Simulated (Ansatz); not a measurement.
**C3H10AlNSi: a dynamics run in two tries**

The task is a short trajectory. SMILES of the start: CN1[CH2][AlH][SiH]1C.

Method: RKS B3LYP-D4/STO-3G, in Ansatz 0.2.0.

**1. Starting point**

Bond lengths (14 of 16 bonds, heavy atoms first): C1–N2 1.488 Å, N2–C3 1.520 Å, C3–Al4 1.932 Å, N2–Si5 1.792 Å, Al4–Si5 2.270 Å, Si5–C6 1.895 Å, C1–H7 1.108 Å, C1–H8 1.115 Å, C1–H9 1.106 Å, C3–H10 1.109 Å, C3–H11 1.114 Å, Al4–H12 1.503 Å, Si5–H13 1.455 Å, C6–H14 1.098 Å. Angles (14 of 30 angles, heavy atoms first): C1–N2–C3 115.3°, C1–N2–Si5 124.8°, C3–N2–Si5 108.2°, N2–C3–Al4 92.5°, C3–Al4–Si5 79.1°, N2–Si5–Al4 75.3°, N2–Si5–C6 113.8°, Al4–Si5–C6 121.4°, N2–C1–H7 110.6°, N2–C1–H8 113.8°, N2–C1–H9 109.8°, N2–C3–H10 110.7°, N2–C3–H11 112.3°, Al4–C3–H10 120.1°.

Structure file:

```xyz
16

C     0.3881   -0.4010    1.8443
N     0.7834    0.0109    0.4704
C     1.3720   -1.0918   -0.3954
Al    1.1729   -0.0477   -2.0089
Si   -0.1711    1.1007   -0.5849
C    -2.0384    0.7852   -0.5209
H     1.2583   -0.8130    2.3930
H    -0.4096   -1.1790    1.8676
H     0.0171    0.4759    2.4067
H     2.3825   -1.3739   -0.0367
H     0.7654   -2.0256   -0.3607
H     1.7751   -0.1061   -3.3853
H    -0.0105    2.4711   -0.1228
H    -2.5722    1.4470   -1.2163
H    -2.2932   -0.2484   -0.7886
H    -2.4424    0.9733    0.4827
```

**2. First attempt**

File input.yaml:

```yaml
crystal:
  periodic: [false, false, false]
  atoms:
    - { symbol: C, position_ang: [0.388094, -0.401011, 1.84427] }
    - { symbol: "N", position_ang: [0.7834, 0.010851, 0.470443] }
    - { symbol: C, position_ang: [1.371976, -1.091799, -0.395365] }
    - { symbol: Al, position_ang: [1.172885, -0.047731, -2.008924] }
    - { symbol: Si, position_ang: [-0.171116, 1.100694, -0.584941] }
    - { symbol: C, position_ang: [-2.038401, 0.785202, -0.520928] }
    - { symbol: H, position_ang: [1.258266, -0.81302, 2.393033] }
    - { symbol: H, position_ang: [-0.409617, -1.178998, 1.867645] }
    - { symbol: H, position_ang: [0.017105, 0.475899, 2.406653] }
    - { symbol: H, position_ang: [2.382512, -1.373858, -0.036723] }
    - { symbol: H, position_ang: [0.76545, -2.025584, -0.360722] }
    - { symbol: H, position_ang: [1.7751, -0.106121, -3.38525] }
    - { symbol: H, position_ang: [-0.010515, 2.471083, -0.12278] }
    - { symbol: H, position_ang: [-2.572249, 1.447034, -1.216326] }
    - { symbol: H, position_ang: [-2.293237, -0.248423, -0.788597] }
    - { symbol: H, position_ang: [-2.442354, 0.973281, 0.482714] }
basis:
  gaussian: { orbitals: STO-3G }
hamiltonian:
  xc: b3lyp
  dispersion: d4
md:
  timestep: 0.5
  n_steps: 25
  ensemble: npt_langevin
  temperature: 1000.0
  initial_velocities: maxwell_boltzmann
  seed: 666621
  pressure: 1.0
scf:
  lower_state_search: "off"
```

On the command line:

```
$ ansatz run input.yaml --threads 1 --pin off --max-ram 2048MiB --backend cpu --events-out ev --progress --plain --runs-dir out
```

**Question.** What will these runs give? Wanted: first try.

The runs gave:

```
 quantity                                                                    value
first try                                                                  refused
    cause  a barostat needs a periodic cell, and a molecule in free space has none
```

The fault in the first input was caught at the input check and cost nothing.
